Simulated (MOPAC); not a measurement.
# BSiH3BrO (SMILES [SiH3]O[B]Br): PM3

Aim: a structure relaxation of BSiH3BrO. 

The results are computed with MOPAC 23.2.5.

14 further runs of the same task are left out: 14 set aside as unsound or not needed.

## (1) The system as given

The species is BSiH3BrO (7 atoms), meant as a doublet with charge 0. As SMILES, `[SiH3]O[B]Br`. All atoms were displaced at random from a relaxed shape. The run starts from this shape.

Bond lengths: Si1–O2 1.668 Å, O2–B3 1.310 Å, B3–Br4 1.924 Å, Si1–H5 1.489 Å, Si1–H6 1.475 Å, Si1–H7 1.503 Å. Angles: Si1–O2–B3 134.6°, O2–B3–Br4 126.3°, O2–Si1–H5 108.7°, O2–Si1–H6 106.7°, O2–Si1–H7 109.5°, H5–Si1–H6 110.9°, H5–Si1–H7 109.7°, H6–Si1–H7 111.3°.

## (2) A geometry optimisation at PM3

The input, job.mop:

```
PM3 UHF GNORM=0.05 MULLIK GRADIENTS CYCLES=300 EF DISP AUX(PRECISION=9) THREADS=1
BBrH3OSi, PM3

Si     0.131586     0.888780     0.000479
O     -0.625269    -0.371069     0.789980
B     -0.686988    -1.666670     0.606158
Br     0.188834    -2.661900    -0.788630
H     -0.359864     0.936021    -1.403866
H     -0.229553     2.121288     0.725463
H      1.617577     0.664890     0.009571
```

Started as:

```sh
$ mopac job.mop
```

Q: Predict the results. Wanted: total energy at the end; dipole moment; HOMO energy; LUMO energy; heat of formation; ⟨S²⟩.

**Answer.** As computed:

Level: PM3.

| quantity | value |
| --- | --- |
| total energy at the end | -31.73092 Eh |
| dipole moment | 5.19 D |
| HOMO energy (over α and β) | -9.45 eV |
| LUMO energy (over α and β) | -1.00 eV |
| heat of formation | -79.0 kcal/mol |
| ⟨S²⟩ | 0.761 |

What this shows: At the final geometry: Bond lengths: Si1–O2 1.686 Å, O2–B3 1.258 Å, B3–Br4 1.799 Å, Si1–H5 1.497 Å, Si1–H6 1.497 Å, Si1–H7 1.497 Å. Angles: Si1–O2–B3 173.7°, O2–B3–Br4 142.3°, O2–Si1–H5 109.3°, O2–Si1–H6 109.9°, O2–Si1–H7 109.2°, H5–Si1–H6 109.5°, H5–Si1–H7 109.5°, H6–Si1–H7 109.4°. The optimisation took 52 steps and changed the energy by -0.481 eV.
